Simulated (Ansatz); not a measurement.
# F2H8O3Si2: the cost of one run

The runs use Ansatz 0.2.0, Gaussian basis; PBE0-D4/def2-SVP.

4 further runs of the same task are left out: 1 for a known fault of the program, 3 that didn't finish.

### 1 Starting geometry

The start, a first-order saddle point found at PBE0-D4 in triple zeta: 15 atoms, charge 0, spin multiplicity 1.

Atoms are counted from 1 here; the program's logs count them from 0.

Bond lengths: Si1–F3 1.646 Å, Si1–F4 1.619 Å, Si1–O5 1.649 Å, Si1–O7 1.740 Å, Si2–H10 1.482 Å, Si2–H11 1.492 Å, Si2–H12 1.493 Å, O5–H13 0.959 Å, H6–O9 1.027 Å, O7–H14 0.962 Å, H8–O9 1.199 Å, O9–H15 0.969 Å. Angles: F3–Si1–F4 96.9°, F3–Si1–O5 95.5°, F3–Si1–O7 160.8°, F4–Si1–O5 113.8°, F4–Si1–O7 97.0°, O5–Si1–O7 90.8°, H10–Si2–H11 109.6°, H10–Si2–H12 109.5°, H11–Si2–H12 105.7°, Si1–O5–H13 113.9°, Si1–O7–H14 111.6°, H6–O9–H8 89.2°, H6–O9–H15 105.3°, H8–O9–H15 104.3°.

Coordinates:

```
Si   -0.9557   -0.0737   -0.2777
Si    1.5022   -0.2078   -1.0173
F    -0.9328   -1.1202   -1.5479
F    -1.4282   -1.1395    0.8455
O    -2.1807    0.8619   -0.8645
H     0.3513    0.4358    1.8570
O    -0.4815    1.1927    0.8167
H     0.9597   -0.5291    0.7820
O     0.9529   -0.3886    1.9725
H     1.9026   -1.4849   -1.6544
H     1.0283    0.7454   -2.0628
H     2.6983    0.4361   -0.3973
H    -2.6236    0.4887   -1.6286
H    -1.1578    1.8734    0.8844
H     0.3654   -1.0902    2.2923
```

### 2 The run

The input, md/in.yaml:

```yaml
crystal:
  periodic: [false, false, false]
  atoms:
    - {symbol: Si, position_ang: [-0.955710, -0.073703, -0.277723]}
    - {symbol: Si, position_ang: [1.502155, -0.207840, -1.017258]}
    - {symbol: F, position_ang: [-0.932848, -1.120179, -1.547914]}
    - {symbol: F, position_ang: [-1.428166, -1.139519, 0.845525]}
    - {symbol: O, position_ang: [-2.180737, 0.861874, -0.864501]}
    - {symbol: H, position_ang: [0.351281, 0.435839, 1.857047]}
    - {symbol: O, position_ang: [-0.481507, 1.192661, 0.816727]}
    - {symbol: H, position_ang: [0.959716, -0.529055, 0.781997]}
    - {symbol: O, position_ang: [0.952870, -0.388567, 1.972485]}
    - {symbol: H, position_ang: [1.902551, -1.484939, -1.654415]}
    - {symbol: H, position_ang: [1.028267, 0.745425, -2.062821]}
    - {symbol: H, position_ang: [2.698321, 0.436069, -0.397286]}
    - {symbol: H, position_ang: [-2.623627, 0.488664, -1.628644]}
    - {symbol: H, position_ang: [-1.157846, 1.873395, 0.884398]}
    - {symbol: H, position_ang: [0.365378, -1.090225, 2.292285]}
basis:
  gaussian: {orbitals: def2-SVP}
hamiltonian: {xc: pbe0, dispersion: d4}
md: {n_steps: 60, timestep: 1.0, temperature: 200, ensemble: nvt_langevin, seed: 517, friction: 0.05, initial_velocities: maxwell_boltzmann}
```

Command:

```
ansatz run in.yaml --threads 5 --pin off --events-out ev --progress --plain --max-ram 66560MiB --backend cpu
```

**Question.** How long does this run take on 5 threads of AMD EPYC 7R13, shared host?

About 4.4 min.
